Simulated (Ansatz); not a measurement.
Task: a formation energy from the elements of Mg2Zn and its elements, with the Ansatz DFT code, driven from Python. Give the script and its output. Use (first run): LDA, PAW, cutoff 460 eV, 7×7×2 k-points, cold smearing of 0.1 eV.

Script `mg2zn.py`:
```python
# -*- coding: utf-8 -*-
from collections import Counter
import warnings

import ansatz
import numpy as np

FUNCTIONAL = 'lda'
TOLERANCE = 1e-07
MAX_ITERATIONS = 150
CUTOFF_EV = 460
K_SPACING = 0.39
FILLING = 'cold'
SMEARING_WIDTH = 0.1

PHASES = {
    'Mg2Zn': (
        [(3.0882, 0.0, 0.0), (-1.5441, 2.67446, 0.0), (0.0, 0.0, 14.526551)],
        [
            ('Mg', (1 / 3, 2 / 3, 0.408177)),
            ('Mg', (1 / 3, 2 / 3, 0.091823)),
            ('Mg', (2 / 3, 1 / 3, 0.908177)),
            ('Mg', (2 / 3, 1 / 3, 0.591823)),
            ('Zn', (2 / 3, 1 / 3, 0.25)),
            ('Zn', (1 / 3, 2 / 3, 0.75)),
        ],
    ),
    'Mg': (
        [(3.2093, 0.0, 0.0), (-1.60465, 2.779335, 0.0), (0.0, 0.0, 5.2103)],
        [
            ('Mg', (1 / 3, 2 / 3, 0.25)),
            ('Mg', (2 / 3, 1 / 3, 0.75)),
        ],
    ),
    'Zn': (
        [(2.67, 0.0, 0.0), (-1.335, 2.312288, 0.0), (0.0, 0.0, 4.966)],
        [
            ('Zn', (1 / 3, 2 / 3, 0.25)),
            ('Zn', (2 / 3, 1 / 3, 0.75)),
        ],
    ),
}


def build(vectors, sites):
    crystal = ansatz.Crystal(lattice=ansatz.Lattice.of(vectors))
    for symbol, position in sites:
        crystal = crystal.atom(symbol, position)
    return crystal


def ground_state(name, crystal):
    calc = (
        crystal.calculation()
        .functional(FUNCTIONAL)
        .accuracy('medium')
        .eigensolver('davidson')
        .scf(tolerance=TOLERANCE, max_iterations=MAX_ITERATIONS)
        .basis(CUTOFF_EV)
        .kpoints(spacing=K_SPACING)
        .occupations(FILLING, width=SMEARING_WIDTH)
        .stress()
    )
    calc = calc.relax(force_tolerance=0.02, cell=True)
    return calc.run(threads=1, backend='cpu')


def counts(outcome):
    return Counter(site.symbol for site in outcome.lattice.sites)

def formation_energy(outcome, mu):
    n = counts(outcome)
    return (outcome.report['energy_sigma0_ev'] - sum(k * mu[element] for element, k in n.items())) / sum(n.values())


def volume_per_atom(outcome):
    return abs(np.linalg.det(outcome.lattice.cell_ang)) / len(outcome.lattice.sites)

warnings.simplefilter('ignore', ansatz.DeckWarning)

phases = {name: build(*cell) for name, cell in PHASES.items()}

done = {}
for name, crystal in phases.items():
    done[name] = ground_state(name, crystal)
    print(f'{name}: {done[name].report["energy_sigma0_ev"]:.4f} eV, {len(done[name].lattice.sites)} atoms')

references = {'Mg': 'Mg', 'Zn': 'Zn'}
mu = {element: done[name].report['energy_sigma0_ev'] / len(done[name].lattice.sites) for element, name in references.items()}

target = done['Mg2Zn']
heat = formation_energy(target, mu)
n = counts(target)
print('cell content:', dict(n), ' volume', round(volume_per_atom(target), 3), 'A^3/atom')
print('formation energy', round(heat, 4), 'eV/atom,', round(heat * sum(n.values()), 4), 'eV per cell')
print('bound against the elements' if heat < 0 else 'unbound against the elements')
```

```console
$ python mg2zn.py
Mg2Zn: -14098.7635 eV, 6 atoms
Mg: -3803.1403 eV, 2 atoms
Zn: -6492.5803 eV, 2 atoms
cell content: {<Element.MG: 'Mg'>: 4, <Element.ZN: 'Zn'>: 2}  volume 18.631 A^3/atom
formation energy 0.0162 eV/atom, 0.0975 eV per cell
unbound against the elements
```

Reading the output:
- These settings explore the input space; cutoff and mesh may be short of convergence.
- For the metals among these phases the mesh is modest: differences between phases can be off by up to 40 meV an atom.
- The program warned that this SCF threshold is loose for forces or stresses.
- The cells come from databases of deposited and of computed structures, and not all need be stable phases.
- The compound is the structure given, not necessarily its lowest; energies are at zero temperature, with no correction for gases. A semilocal functional's error on such energies is often 0.05 to 0.1 eV an atom, and 0.1 to 0.3 eV against gases such as O2 or F2.
- The script silences the warnings on its input, which a real study should read.
- Hardware and time: 47 s on 1 thread of Arm Neoverse V1, on a shared host, peak memory 0.45 GiB.

(A comment or docstring line of the script was reworded after the run, the code is as it ran; lines on the test bed's own set-up are left out of the output.)
